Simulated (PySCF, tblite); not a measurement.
# C4H11NSeSi2: geometry, infrared bands and NMR shifts

What infrared bands and NMR shifts should C4H11NSeSi2 (`C#C[Si@@H]([SeH])CNC[SiH3]`) show?

The runs use tblite 0.8.0 and PySCF 2.14.0, with density-fitted response routines of our own; the level of theory stands in each step. All values are computed, except where a source is named. Atoms count from 0, in the outputs and in this text.

## Step 1: The starting structure

19 atoms, charge 0, multiplicity 1; geometry from: force field or distance geometry start.

Bonds of the start (Å): C0–C1 1.21, C1–Si2 1.83, Si2–Se3 2.25, Si2–C4 1.85, C4–N5 1.42, N5–C6 1.43, C6–Si7 1.86, C0–H8 1.08, Si2–H9 1.49, Se3–H10 1.53, C4–H11 1.13, C4–H12 1.11, N5–H13 1.05, C6–H14 1.13, C6–H15 1.09, Si7–H16 1.47, Si7–H17 1.47, Si7–H18 1.48.

## Step 2: Relaxing the molecule with GFN2-xTB

What the job is given:

```
{"job": {"kind": "relax", "xc": "GFN2-xTB", "basis": "xTB"}, "charge": 0, "multiplicity": 1}
C      1.000600     2.710600    -0.348100
C      1.250900     1.548600    -0.550600
Si     1.680500    -0.203500    -0.841600
Se     3.425200    -0.699200     0.491400
C      0.220700    -1.312600    -0.629500
N     -0.372400    -1.356100     0.658800
C     -0.871000    -0.113200     1.157300
Si    -2.199800     0.635000     0.101000
H      0.761900     3.750700    -0.192000
H      2.118100    -0.358800    -2.252800
H      3.306000    -2.123100     1.039600
H      0.585200    -2.357900    -0.843500
H     -0.523400    -1.086800    -1.417400
H     -1.169300    -2.037800     0.616200
H     -1.378800    -0.346400     2.141100
H     -0.127300     0.653000     1.372300
H     -1.945800     0.462700    -1.335700
H     -2.213600     2.080700     0.360700
H     -3.557600     0.163300     0.465300
```

Launch:

```sh
$ OMP_NUM_THREADS=1 python probes_run.py task.json out
```

This one command runs all jobs of the session in turn.

**Question.** This job is followed by: GFN2-xTB harmonic vibrations, gas phase; GIAO PBE0/pcSseg-1 NMR shielding, non-relativistic, gas phase. Predict these results of the whole session: strongest single infrared mode (GFN2-xTB); zero-point energy (GFN2-xTB); ¹³C shifts against TMS (PBE0/pcSseg-1); ¹H shifts against TMS (PBE0/pcSseg-1, means over atoms taken as alike); ²⁹Si shifts against TMS (PBE0/pcSseg-1); ⁷⁷Se shifts against Me2Se (PBE0/pcSseg-1); ¹⁵N shifts against NH3 (PBE0/pcSseg-1); surface potential, 1st and 99th percentile.

**Answer**, as computed:

| quantity | value |
| --- | --- |
| strongest single infrared mode (GFN2-xTB) | 2244 cm⁻¹, 305 km/mol |
| zero-point energy (GFN2-xTB) | 81.7 kcal/mol |
| ¹³C shifts against TMS (PBE0/pcSseg-1) | 105.7, 92.6, 34.8, 33.7 ppm |
| ¹H shifts against TMS (PBE0/pcSseg-1, means over atoms taken as alike) | 5.14, 4.36, 3.98, 2.80, 2.61, 2.49, 2.20, 2.01, 0.86 ppm |
| ²⁹Si shifts against TMS (PBE0/pcSseg-1) | -28.2, -77.4 ppm |
| ⁷⁷Se shifts against Me2Se (PBE0/pcSseg-1) | -605 ppm |
| ¹⁵N shifts against NH3 (PBE0/pcSseg-1) | 47.5 ppm |
| surface potential, 1st and 99th percentile | -1.07 V and 1.59 V |

What this shows: Relaxing lowered the energy by 0.712 eV in 133 steps; the close pair that moved most is Se3–H10, from 1.530 to 1.444 Å. No mode is imaginary among the 51: a minimum at this level. The strongest single mode, at 2244 cm⁻¹, moves mainly H9. Unscaled tight-binding wavenumbers are off by several per cent, some by more. Its intensities can rank the bands wrongly. At PBE0/pcSseg-1: The widest tensor belongs to Se3: span 496 ppm, with a paramagnetic part of -639 ppm. By nearest atom (PBE0/pcSseg-1), the HOMO sits on N5 43 %; Se3 10 % and the LUMO on C0, C1 about 20 % each; Si2 19 %. Spin-orbit coupling is left out, which matters for shieldings and couplings at and beside the heavy atoms.
